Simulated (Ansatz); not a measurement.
# GaH3O: the cost of one run

All numbers below are computed with Ansatz 0.2.0 (RKS r2SCAN-D4/def2-SVP).

## 1. The structure to begin with

Bond lengths: Ga1–O2 1.990 Å, O2–H3 1.010 Å, Ga1–H4 1.770 Å, Ga1–H5 1.570 Å. Angles: Ga1–O2–H3 71.1°, O2–Ga1–H4 42.6°, O2–Ga1–H5 160.0°, H4–Ga1–H5 157.4°.

As a file:

```xyz
5

Ga    0.0000    0.0000    0.0000
O     1.2796    0.0000    1.5240
H     0.3701   -0.2814    1.8612
H     1.7552    0.0000    0.2282
H    -1.3596    0.0000   -0.7850
```

## 2. Pulling towards end A

Springs on the bonds that form and break draw the guess towards this end; the thresholds are loose.

input.yaml

```yaml
crystal:
  periodic: [false, false, false]
  atoms:
    - { symbol: Ga, position_ang: [0.0, 0.0, 0.0] }
    - { symbol: O, position_ang: [1.2796, 0.0, 1.524] }
    - { symbol: H, position_ang: [0.3701, -0.2814, 1.8612] }
    - { symbol: H, position_ang: [1.7552, 0.0, 0.2282] }
    - { symbol: H, position_ang: [-1.3596, 0.0, -0.785] }
basis:
  gaussian: { orbitals: def2-SVP }
hamiltonian:
  xc: r2scan
  dispersion: d4
relax:
  f_tol: 0.15
  max_steps: 25
  restrain:
    - { distance: [1, 3], at: 2.21, k: 30.0 }
    - { distance: [0, 1], at: 1.79, k: 30.0 }
    - { distance: [0, 3], at: 1.57, k: 30.0 }
```

Started as:

```bash
ansatz run input.yaml --threads 1 --pin off --max-ram 2048MiB --backend cpu --events-out ev --progress --plain --runs-dir out
```

**Question.** How long does this run take on 1 thread of Arm Neoverse V2, shared host, and how much memory does it need?

About 21 s, with a peak of 0.12 GiB.
